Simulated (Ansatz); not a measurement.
# C₂H₈S₂Si: one species, many methods

Aim: compute C₂H₈S₂Si with functionals from several rungs and with coupled cluster, and see how far each lands from CCSD(T) at the basis-set limit for the atomisation energy.

The runs use Ansatz 0.2.0, Gaussian basis; functionals in def2-TZVPP, the program's frozen cores in correlated methods.

The runs, in order: PBE-D4, r2SCAN-D4, PBE0-D4, B3LYP-D4, ωB97X-V, ωB97M-V, B2PLYP; CCSD(T)/def2-TZVPP; MP2/def2-QZVPP; extrapolation to the limit.

## Step 1: The relaxed structure

The geometry comes from an earlier relaxation with PBE0-D4 in a triple-zeta def2 set; it is a stationary point, not always the lowest conformer.

SMILES `C[SiH2]CSS`, 13 atoms, charge 0, spin multiplicity 1.

Atoms are counted from 1 here; the program's logs count them from 0.

Bond lengths: C1–Si2 1.867 Å, C1–H6 1.092 Å, C1–H7 1.093 Å, C1–H8 1.092 Å, Si2–C3 1.884 Å, Si2–H9 1.491 Å, Si2–H10 1.488 Å, C3–S4 1.817 Å, C3–H11 1.092 Å, C3–H12 1.096 Å, S4–S5 2.035 Å, S5–H13 1.348 Å. Angles: Si2–C1–H6 110.9°, Si2–C1–H7 111.0°, Si2–C1–H8 110.5°, H6–C1–H7 108.0°, H6–C1–H8 108.3°, H7–C1–H8 108.1°, C1–Si2–C3 110.3°, C1–Si2–H9 110.6°, C1–Si2–H10 110.4°, C3–Si2–H9 108.4°, C3–Si2–H10 109.1°, H9–Si2–H10 107.9°, Si2–C3–S4 113.3°, Si2–C3–H11 113.1°, Si2–C3–H12 109.5°, S4–C3–H11 109.2°, S4–C3–H12 104.1°, H11–C3–H12 107.1° and more.

## Step 2: PBE-D4 (GGA)

Contents of in.yaml:

```yaml
crystal:
  periodic: [false, false, false]
  atoms:
    - {symbol: C, position_ang: [-1.718501, 0.082686, 0.772903]}
    - {symbol: Si, position_ang: [0.126188, -0.141470, 0.954049]}
    - {symbol: C, position_ang: [0.828382, -1.018836, -0.557832]}
    - {symbol: S, position_ang: [0.569905, -0.100551, -2.104609]}
    - {symbol: S, position_ang: [1.917323, 1.421117, -2.002881]}
    - {symbol: H, position_ang: [-2.128074, 0.636529, 1.620441]}
    - {symbol: H, position_ang: [-2.227142, -0.883220, 0.723303]}
    - {symbol: H, position_ang: [-1.948470, 0.635315, -0.140880]}
    - {symbol: H, position_ang: [0.440262, -0.957930, 2.161536]}
    - {symbol: H, position_ang: [0.797313, 1.177398, 1.107514]}
    - {symbol: H, position_ang: [1.887972, -1.262657, -0.458568]}
    - {symbol: H, position_ang: [0.293099, -1.962667, -0.715505]}
    - {symbol: H, position_ang: [1.182242, 2.339484, -1.344471]}
basis:
  gaussian: {orbitals: def2-TZVPP}
hamiltonian: {xc: pbe, dispersion: d4}
output: {forces: true, orbitals: {seedname: orbitals}}
```

On the command line:

```console
$ ansatz run in.yaml --threads 4 --pin off --events-out ev --progress --plain --max-ram 10444MiB
```

Further steps of the session: r2SCAN-D4 (meta-GGA); PBE0-D4 (hybrid); B3LYP-D4 (hybrid); ωB97X-V (range-separated); ωB97M-V (range-separated); B2PLYP (double hybrid); CCSD(T) in def2-TZVPP; MP2 in def2-QZVPP.

**Question.** What will the summary of the whole plan be? Wanted: atomisation energy, CCSD(T)/CBS; farthest; mean size of error, hybrid; mean size of error, range-separated; gap, smallest and largest; T1 diagnostic; triples share of the correlation energy.

**Answer**, as computed:

| quantity | value |
| --- | --- |
| atomisation energy, CCSD(T)/CBS | 4402.1 kJ/mol |
| functionals within 22.0 kJ/mol (0.5 %) | r2SCAN-D4, PBE0-D4, B3LYP-D4 |
| farthest | B2PLYP (-70.5 kJ/mol) |
| mean size of error, hybrid | 7.1 kJ/mol |
| mean size of error, range-separated | 23.8 kJ/mol |
| gap, smallest and largest | 4.05 eV (PBE-D4), 10.81 eV (ωB97X-V) |
| T1 diagnostic | 0.0114 |
| triples share of the correlation energy | 4.2 % |

PBE-D4 is off by +56.4 kJ/mol. Double hybrids carry the basis error of their MP2 part in triple zeta, and no dispersion term here, so their miss is partly the set-up's. The reference freezes the cores and leaves out relativity and excitations past (T), so misses under about 22.0 kJ/mol can't be ranked. Hartree-Fock recovers 73 % of the binding; the rest is correlation. The gap grows from 4.1 to 10.8 eV across the functionals, mostly with the share of exact exchange.
